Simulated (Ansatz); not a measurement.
# AlClH5NOSi: a ladder of functionals and wavefunction methods

An exercise on one series of results from a longer session: the logs are not shown, and one member is left open.

Computed with Ansatz 0.2.0, Gaussian basis. Level: functionals in def2-TZVPP, the program's frozen cores in correlated methods.

The runs, in order: LDA (SPW92), PBE-D4, revPBE-D4, BLYP-D4, r2SCAN-D4, B97M-V, PBE0-D4, B3LYP-D4, r2SCANh-D4, r2SCAN0-D4, HSE06-D4, BHLYP-D4, CAM-B3LYP-D4, LC-ωPBE, ωB97X-V, ωB97M-V, B2PLYP, PBE-QIDH; CCSD(T)/def2-SVP; CCSD(T)/def2-TZVPP; MP2/def2-QZVPP; extrapolation to the limit; RPA on PBE.

## The relaxed structure

The geometry comes from an earlier relaxation with PBE0-D4 in a triple-zeta def2 set; it is a stationary point, not always the lowest conformer.

SMILES `N[SiH](Cl)[AlH][OH]`, 10 atoms, charge 0, spin multiplicity 1.

Atoms are counted from 1 here; the program's logs count them from 0.

Bond lengths: N1–Si2 1.707 Å, N1–H6 1.008 Å, N1–H7 1.008 Å, Si2–Cl3 2.105 Å, Si2–Al4 2.444 Å, Si2–H8 1.485 Å, Al4–O5 1.700 Å, Al4–H9 1.587 Å, O5–H10 0.956 Å. Angles: Si2–N1–H6 121.7°, Si2–N1–H7 119.6°, H6–N1–H7 111.7°, N1–Si2–Cl3 114.4°, N1–Si2–Al4 109.1°, N1–Si2–H8 107.2°, Cl3–Si2–Al4 104.1°, Cl3–Si2–H8 103.0°, Al4–Si2–H8 119.2°, Si2–Al4–O5 111.4°, Si2–Al4–H9 128.3°, O5–Al4–H9 120.3°, Al4–O5–H10 124.2°.

As a file:

```xyz
10
charge 0, multiplicity 1
N    -0.4183   -1.5317   -0.9312
Si    0.0729   -0.9687    0.6037
Cl    2.0875   -1.3610    1.0705
Al   -0.0830    1.4694    0.6496
O    -0.0390    2.1230   -0.9192
H    -0.4784   -2.5161   -1.1392
H    -0.2020   -0.9903   -1.7531
H    -0.6668   -1.7617    1.6185
H    -0.1575    2.4262    1.9138
H    -0.0321    3.0598   -1.1105
```

Set-up of the first run:

File in.yaml:

```yaml
crystal:
  periodic: [false, false, false]
  atoms:
    - {symbol: N, position_ang: [-0.418273, -1.531727, -0.931163]}
    - {symbol: Si, position_ang: [0.072865, -0.968741, 0.603679]}
    - {symbol: Cl, position_ang: [2.087451, -1.360987, 1.070464]}
    - {symbol: Al, position_ang: [-0.083032, 1.469440, 0.649642]}
    - {symbol: O, position_ang: [-0.039048, 2.123013, -0.919187]}
    - {symbol: H, position_ang: [-0.478426, -2.516102, -1.139245]}
    - {symbol: H, position_ang: [-0.202021, -0.990304, -1.753074]}
    - {symbol: H, position_ang: [-0.666845, -1.761694, 1.618546]}
    - {symbol: H, position_ang: [-0.157500, 2.426224, 1.913759]}
    - {symbol: H, position_ang: [-0.032071, 3.059777, -1.110519]}
basis:
  gaussian: {orbitals: def2-TZVPP}
hamiltonian: {xc: lda}
output: {orbitals: {seedname: orbitals}}
```

On the command line:

```bash
ansatz run in.yaml --threads 4 --pin off --events-out ev --progress --plain --max-ram 10444MiB
```

Steps of the session up to this table: LDA; PBE-D4 (GGA); revPBE-D4 (GGA); BLYP-D4 (GGA); r2SCAN-D4 (meta-GGA); B97M-V (meta-GGA); PBE0-D4 (hybrid); B3LYP-D4 (hybrid); r2SCANh-D4 (hybrid); r2SCAN0-D4 (hybrid); HSE06-D4 (hybrid); BHLYP-D4 (hybrid); CAM-B3LYP-D4 (range-separated); LC-ωPBE (range-separated); ωB97X-V (range-separated); ωB97M-V (range-separated); B2PLYP (double hybrid); PBE-QIDH (double hybrid).

One of the session's tables, all rows but one given; the rest of the session is left out.

It belongs to the step «Frontier levels by functional». 

| functional | HOMO (eV) | LUMO (eV) | gap (eV) |
| --- | --- | --- | --- |
| LDA (SPW92) | -6.28 | -2.36 | 3.91 |
| PBE-D4 | -6.19 | -2.13 | 4.06 |
| revPBE-D4 | -6.15 | -2.03 | 4.12 |
| BLYP-D4 | -6.07 | -1.99 | 4.08 |
| r2SCAN-D4 | ? | ? | ? |
| B97M-V | -6.53 | -2.09 | 4.44 |
| PBE0-D4 | -7.36 | -1.40 | 5.97 |
| B3LYP-D4 | -7.17 | -1.57 | 5.60 |
| r2SCANh-D4 | -6.88 | -1.64 | 5.24 |
| r2SCAN0-D4 | -7.52 | -1.26 | 6.26 |
| HSE06-D4 | -6.97 | -1.76 | 5.20 |
| BHLYP-D4 | -8.43 | -0.60 | 7.83 |
| CAM-B3LYP-D4 | -8.65 | -0.42 | 8.23 |
| LC-ωPBE | -9.94 | 0.64 | 10.59 |
| ωB97X-V | -9.63 | 0.53 | 10.16 |
| ωB97M-V | -9.38 | 0.26 | 9.65 |

**Question.** Estimate the row for r2SCAN-D4.

Worked estimate for «HOMO (eV)». Against the share of exact exchange, r2SCANh-D4 (0.1, -6.88), r2SCAN0-D4 (0.25, -7.52) give a slope of -4.27 per unit share; at 0 the line stands at -6.45.

The run gave: HOMO (eV): -6.45; LUMO (eV): -1.90; gap (eV): 4.55. In «HOMO (eV)» the line misses by 0.00.
